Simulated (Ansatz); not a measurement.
# BH5OSn, SMILES [BH2][SnH2][OH]: harmonic frequencies at the relaxed geometry

Run with Ansatz 0.2.0, Python API.

Input file `bh5osn.xyz`:
```text
8

B    -0.99830    0.50900   -0.97280
Sn    0.70010    0.12840    0.30800
O     0.65590   -1.77750    0.81920
H    -1.10450   -0.01290   -2.00990
H    -1.84620    1.34710   -0.66770
H     0.62120    1.14640    1.74260
H     2.20340    0.48680   -0.56500
H    -0.13930   -1.88450    1.28970
```

Script `freq.py`:
```python
from dataclasses import dataclass
import itertools

import ansatz
from ase.data import atomic_numbers, covalent_radii
import numpy as np


@dataclass(frozen=True)
class RunConfig:
    basis: str = "def2-SVP"
    xc: str = "r2SCAN"
    dispersion: str = "d3bj"


cfg = RunConfig()

geometry = ansatz.Crystal.molecule_from_extxyz("bh5osn.xyz")

job = (
    geometry.calculation()
    .basis(gaussian=cfg.basis)
    .functional(cfg.xc, dispersion=cfg.dispersion)
)
symbols = [site.symbol for site in geometry.cartesian_sites]
start = np.array([site.position_ang for site in geometry.cartesian_sites], dtype=float)
r = job.relax(force_tolerance=0.003, max_steps=100).run(threads=1, backend="cpu").report
end = np.array(r["positions_ang"])

radius = [covalent_radii[atomic_numbers[s]] for s in symbols]
span = lambda where, i, j: np.linalg.norm(where[i] - where[j])
bonded = [(i, j) for i, j in itertools.combinations(range(len(symbols)), 2) if min(span(start, i, j), span(end, i, j)) < 1.2 * (radius[i] + radius[j])]
print("pair        before    after (A)")
for i, j in bonded:
    print(f"{symbols[i]}{i}-{symbols[j]}{j}".ljust(10), f"{span(start, i, j):8.4f} {span(end, i, j):8.4f}")

minimum = ansatz.Crystal.molecule()
for symbol, place in zip(symbols, end):
    minimum = minimum.atom(symbol, place.tolist())
vibrating = (
    minimum.calculation()
    .basis(gaussian=cfg.basis)
    .functional(cfg.xc, dispersion=cfg.dispersion)
    .phonons(temperatures=(100, 500, 100))
)
vib = vibrating.run(threads=1, backend="cpu").report["vibrations"]
sums = vib["harmonic_sums"]
modes = [m["omega_inv_cm"] for m in sums["modes_at_gamma"] if m["rigid_motion"] == "no"]
for number, w in enumerate(modes, start=1):
    print(f"mode {number:2d} {w:9.1f} 1/cm {w / 8065.544 * 1000:8.2f} meV")
print("imaginary modes:", sum(w < 0 for w in modes), " zero-point energy:", round(sums["zero_point_energy_ev"], 4), "eV")
print("T (K)   F_vib (eV)   S_vib (meV/K)   C_vib (meV/K)")
for row in zip(sums["temperatures_k"], sums["vibrational_free_energy_ev"], vib["entropy_ev_per_k"], vib["heat_capacity_ev_per_k"]):
    print(f"{row[0]:6.1f} {row[1]:11.4f} {1000 * row[2]:13.4f} {1000 * row[3]:15.4f}")
```

Output of `python freq.py`:
```text
DeckWarning: the engine holds no damping parameters fitted to this dispersion correction and functional, so the run takes those fitted to r2scan beside the three-body term, which d3bj leaves out (hamiltonian.dispersion, under Limitations)
pair        before    after (A)
B0-Sn1       2.1610   2.2509
B0-H3        1.1659   1.2063
B0-H4        1.2306   1.2069
Sn1-O2       1.9738   2.0065
Sn1-H5       1.7609   1.7269
Sn1-H6       1.7750   1.7123
O2-H7        0.9301   0.9668
mode  1      96.8 1/cm    12.00 meV
mode  2     123.4 1/cm    15.30 meV
mode  3     149.1 1/cm    18.49 meV
mode  4     278.3 1/cm    34.51 meV
mode  5     488.1 1/cm    60.51 meV
mode  6     537.6 1/cm    66.65 meV
mode  7     549.8 1/cm    68.16 meV
mode  8     598.9 1/cm    74.26 meV
mode  9     668.3 1/cm    82.85 meV
mode 10     695.6 1/cm    86.24 meV
mode 11     850.7 1/cm   105.47 meV
mode 12     864.8 1/cm   107.22 meV
mode 13    1129.9 1/cm   140.09 meV
mode 14    1862.9 1/cm   230.97 meV
mode 15    1923.9 1/cm   238.54 meV
mode 16    2577.3 1/cm   319.55 meV
mode 17    2689.7 1/cm   333.48 meV
mode 18    3841.7 1/cm   476.31 meV
imaginary modes: 0  zero-point energy: 1.2353 eV
T (K)   F_vib (eV)   S_vib (meV/K)   C_vib (meV/K)
 100.0      1.2300        0.1562          0.2361
 200.0      1.2028        0.3877          0.4617
 300.0      1.1525        0.6153          0.6649
 400.0      1.0802        0.8278          0.8111
 500.0      0.9876        1.0208          0.9177
```
(Warnings from the package without file and line.)

Caveats:
- The frequencies are harmonic and unscaled, in a modest basis.
- def2 sets replace the cores of elements past krypton by effective core potentials.
- A dispersion term here runs with damping parameters fitted for another variant or functional.
- Run time: 2.9 min on 1 thread of Arm Neoverse V2, with other jobs on the host, peak memory 0.23 GiB.
